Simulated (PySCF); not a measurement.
# C3H7ClSi2: the cost of one run

Computed with PySCF 2.14.0 and routines of our own; the level stands in each step. Atoms count from 0.

## 1. The starting structure

13 atoms, charge 0, multiplicity 1; geometry from: GFN2-xTB.

## 2. Geometry optimisation at PBE0-D3(BJ)/def2-SVP

What the job is given:

```
{"job": {"xc": "PBE0", "basis": "def2-SVP", "d3": "d3bj", "grid": 2, "kind": "geom"}, "charge": 0, "multiplicity": 1}
Si    -2.486792     0.720014    -0.401672
C     -1.307742    -0.740977    -0.196249
C     -0.024557    -0.654093    -0.354104
C      1.254292    -0.472246    -0.461168
Si     2.447342    -0.005132     0.926325
Cl     2.039890    -0.683003    -2.024073
H     -3.460718     0.373699    -1.440839
H     -3.183842     0.917841     0.872822
H     -1.733074     1.916435    -0.766862
H     -1.745774    -1.695320     0.067027
H      1.657243     0.168459     2.145346
H      3.425192    -1.084290     1.073558
H      3.114151     1.239100     0.542160
```

Started as:

```console
> OMP_NUM_THREADS=1 python excited_run.py task.json out
```

The driver reads the jobs from task.json and runs them one after another.

**Question.** How long does this first job take on 1 thread of Arm Neoverse V2, shared host, and how much memory does it need?

About 34 s, with a peak of 0.64 GiB.
